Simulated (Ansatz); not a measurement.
**H₃NOSSi (SMILES N[Si](O)=S): one structure at several levels**

An exercise on one series of results from a longer session: the logs are not shown, and one member is left open.

Program: Ansatz 0.2.0, Gaussian basis. Level of theory: single points in def2-TZVPP. These are calculated values, not measurements.

Cores are frozen in the correlated methods. B3LYP uses VWN-RPA correlation.

## Starting geometry

SMILES `N[Si](O)=S`, 7 atoms, charge 0, spin multiplicity 1.

Atoms are counted from 1 here; the program's logs count them from 0.

Bond lengths: N1–Si2 1.544 Å, N1–H5 1.243 Å, N1–H6 1.045 Å, Si2–O3 1.648 Å, Si2–S4 1.922 Å, O3–H7 0.999 Å. Angles: Si2–N1–H5 112.3°, Si2–N1–H6 126.1°, H5–N1–H6 120.9°, N1–Si2–O3 101.3°, N1–Si2–S4 136.3°, O3–Si2–S4 120.8°, Si2–O3–H7 130.9°.

As a file:

```tsv
atom	x (Å)	y (Å)	z (Å)
N1	-0.6141	0.9167	-0.0869
Si2	0.0539	-0.4421	-0.3870
O3	0.9623	-0.6625	0.9701
S4	-0.2218	-1.8813	-1.6301
H5	-1.3112	1.3190	-1.0346
H6	-0.4070	1.5378	0.7281
H7	1.6841	-1.3226	1.1740
```

The first run:

Input file run/in.yaml:

```yaml
crystal:
  periodic: [false, false, false]
  atoms:
    - {symbol: N, position_ang: [-0.614100, 0.916700, -0.086900]}
    - {symbol: Si, position_ang: [0.053900, -0.442100, -0.387000]}
    - {symbol: O, position_ang: [0.962300, -0.662500, 0.970100]}
    - {symbol: S, position_ang: [-0.221800, -1.881300, -1.630100]}
    - {symbol: H, position_ang: [-1.311200, 1.319000, -1.034600]}
    - {symbol: H, position_ang: [-0.407000, 1.537800, 0.728100]}
    - {symbol: H, position_ang: [1.684100, -1.322600, 1.174000]}
basis:
  gaussian: {orbitals: def2-TZVPP}
correlation: {method: ccsd_t}
output: {forces: true}
```

The command line of these runs was not kept.

Steps of the session up to this table: CCSD(T)/def2-TZVPP; PBE0-D4/def2-TZVPP; wB97M-V/def2-TZVPP; r2SCAN-D4/def2-TZVPP; PBE-D4/def2-TZVPP; B3LYP-D4/def2-TZVPP; r2SCANh-D4/def2-TZVPP.

One of the session's tables, all rows but one given; the rest of the session is left out.

| method | RMS force component (eV/Å) | angle to CCSD(T) forces (°) | dipole (D) |
| --- | --- | --- | --- |
| CCSD(T) | 2.887 | reference | 4.09 |
| PBE0-D4 | ? | ? | ? |
| wB97M-V | 2.850 | 2.0 | 4.21 |
| r2SCAN-D4 | 2.818 | 1.3 | 4.19 |
| PBE-D4 | 2.784 | 3.3 | 4.04 |
| B3LYP-D4 | 2.813 | 1.2 | 4.11 |
| r2SCANh-D4 | 2.839 | 2.3 | 4.22 |

Estimate the missing values for PBE0-D4.

As computed: RMS force component (eV/Å): 2.846; angle to CCSD(T) forces (°): 2.1; dipole (D): 4.18. In the column «RMS force component (eV/Å)» it lies between r2SCANh-D4 (2.839) and wB97M-V (2.850).
